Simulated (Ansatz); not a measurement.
**FH4OSSbSi: an energy map over bond length Si2–F3 and bond length Si2–Sb4**

A grid of calculations on FH4OSSbSi, SMILES O[SiH](F)[SbH][SH], to see where the energy is lowest and how it rises around there.

Program: Ansatz 0.2.0. Level of theory: RKS PBE0-D4/def2-SVP. These are calculated values, not measurements.

## 1. Where the work starts

SMILES `O[SiH](F)[SbH][SH]`, 9 atoms, charge 0, spin multiplicity 1.

Atoms are counted from 1 here; the program's logs count them from 0.

Bond lengths: O1–Si2 1.658 Å, O1–H6 0.991 Å, Si2–F3 1.645 Å, Si2–Sb4 2.629 Å, Si2–H7 1.497 Å, Sb4–S5 2.518 Å, Sb4–H8 1.735 Å, S5–H9 1.364 Å. Angles: Si2–O1–H6 111.1°, O1–Si2–F3 111.3°, O1–Si2–Sb4 107.6°, O1–Si2–H7 108.9°, F3–Si2–Sb4 104.8°, F3–Si2–H7 106.7°, Sb4–Si2–H7 117.5°, Si2–Sb4–S5 87.7°, Si2–Sb4–H8 90.0°, S5–Sb4–H8 89.1°, Sb4–S5–H9 93.6°.

Geometry (Å):

```xyz
9

O     0.9467    1.0435    0.9514
Si    1.2811   -0.3026    0.0439
F     2.0505    0.0969   -1.3545
Sb   -1.0109   -1.3362   -0.7231
S    -2.0955    0.8387   -0.0631
H     0.0357    1.3834    0.7614
H     2.2151   -1.1857    0.8114
H    -1.2817   -1.9271    0.8852
H    -2.0526    1.3428   -1.3297
```

This geometry comes from a loose relaxation at PBE in a small basis, which is not shown.

## 3. Plan of the scan

The axes are (1) bond length Si2–F3: 9 values from 1.433 to 2.036 Å; (2) bond length Si2–Sb4: 9 values from 2.131 to 3.898 Å.

Nothing else is relaxed (all other coordinates rigid). Energies count from the relaxed molecule at the same level.

(The set-up runs are not shown.)

## 4. Grid point bond length Si2–F3 = 1.659 Å, bond length Si2–Sb4 = 2.573 Å

Input file input.yaml:

```yaml
crystal:
  periodic: [false, false, false]
  atoms:
    - { symbol: O, position_ang: [0.965225, 1.020212, 0.972791] }
    - { symbol: Si, position_ang: [1.27299, -0.301805, 0.050182] }
    - { symbol: F, position_ang: [2.033549, 0.126108, -1.360747] }
    - { symbol: Sb, position_ang: [-0.97271, -1.309658, -0.699079] }
    - { symbol: S, position_ang: [-2.058683, 0.843281, -0.088296] }
    - { symbol: H, position_ang: [0.090145, 1.411921, 0.799208] }
    - { symbol: H, position_ang: [2.199037, -1.200896, 0.783226] }
    - { symbol: H, position_ang: [-1.260881, -1.896651, 0.886826] }
    - { symbol: H, position_ang: [-2.075834, 1.309592, -1.356713] }
basis:
  gaussian: { orbitals: def2-SVP }
hamiltonian:
  xc: pbe0
  dispersion: d4
output:
  forces: true
```

Run with:

```bash
ansatz run input.yaml --threads 1 --pin off --max-ram 2560MiB --backend cpu --events-out ev --progress --plain --runs-dir out
```

The session goes on with these runs: the other points that were computed.

Q: Predict the outcome of this session. Wanted: lowest point; highest computed point; largest force on an atom.

**Answer**, as computed:

| quantity | value |
| --- | --- |
| lowest point | bond length Si2–F3 = 1.659 Å, bond length Si2–Sb4 = 2.573 Å, 1.7 kJ/mol |
| highest computed point | bond length Si2–F3 = 2.036 Å, bond length Si2–Sb4 = 3.898 Å, 354 kJ/mol above the lowest |
| largest force on an atom (eV/Å) | 0.9 at bond length Si2–F3 = 1.659 Å, bond length Si2–Sb4 = 2.573 Å to 12.3 at bond length Si2–F3 = 1.433 Å, bond length Si2–Sb4 = 2.131 Å; 0.9 at the lowest point |
| time for the whole task | 10 min on 1 thread, shared host |

**Reading.** The lowest computed point is at bond length Si2–F3 = 1.659 Å, bond length Si2–Sb4 = 2.573 Å, 1.7 kJ/mol from the relaxed molecule at the same level. No other kind of well shows on this grid. The highest computed point, bond length Si2–F3 = 2.036 Å, bond length Si2–Sb4 = 3.898 Å, lies 354 kJ/mol above the lowest. Round the minimum the two coordinates are nearly uncoupled.
